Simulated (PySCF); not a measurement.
# C2H7NO2Si: the cost of one run

The runs use PySCF 2.14.0, with density-fitted response routines of our own; the level of theory stands in each step. All values are computed, except where a source is named. Atoms count from 0, in the outputs and in this text.

### Step 1. Starting geometry

13 atoms, charge 0, multiplicity 1; geometry from: GFN2-xTB. The atoms were then displaced at random by about 0.01 Å, so the start is not that level's minimum.

Bonds of the start (Å): C0–O1 1.39, O1–Si2 1.61, Si2–N3 1.76, N3–C4 1.31, C4–O5 1.20, C0–H6 1.08, C0–H7 1.08, C0–H8 1.13, Si2–H9 1.49, Si2–H10 1.45, N3–H11 1.02, C4–H12 1.11.

### Step 2. Geometry optimisation at PBE0-D3(BJ)/def2-SVP

Job settings and geometry (Å):

```
{"job": {"xc": "PBE0", "basis": "def2-SVP", "d3": "d3bj", "grid": 1, "shake": 0.01, "kind": "geom"}, "charge": 0, "multiplicity": 1}
C     -2.044070     0.014200     1.704700
O     -1.094250     0.356020     0.755910
Si     0.274080    -0.444680     0.475370
N      0.942480     0.575360    -0.800020
C      2.088950     0.227830    -1.333910
O      2.717870    -0.718230    -0.950510
H     -2.462390    -0.957370     1.512660
H     -1.633020     0.062100     2.704660
H     -2.865720     0.782730     1.645750
H      1.185940    -0.409890     1.647070
H      0.047060    -1.798840     0.001060
H      0.429000     1.383850    -1.139010
H      2.419910     0.910030    -2.141370
```

Run with:

```sh
$ OMP_NUM_THREADS=1 python probes_run.py task.json out
```

This one command runs all jobs of the session in turn.

**Question.** How long does this first job take on 1 thread of Arm Neoverse V2, shared host, and how much memory does it need?

About 37 s, with a peak of 0.51 GiB.
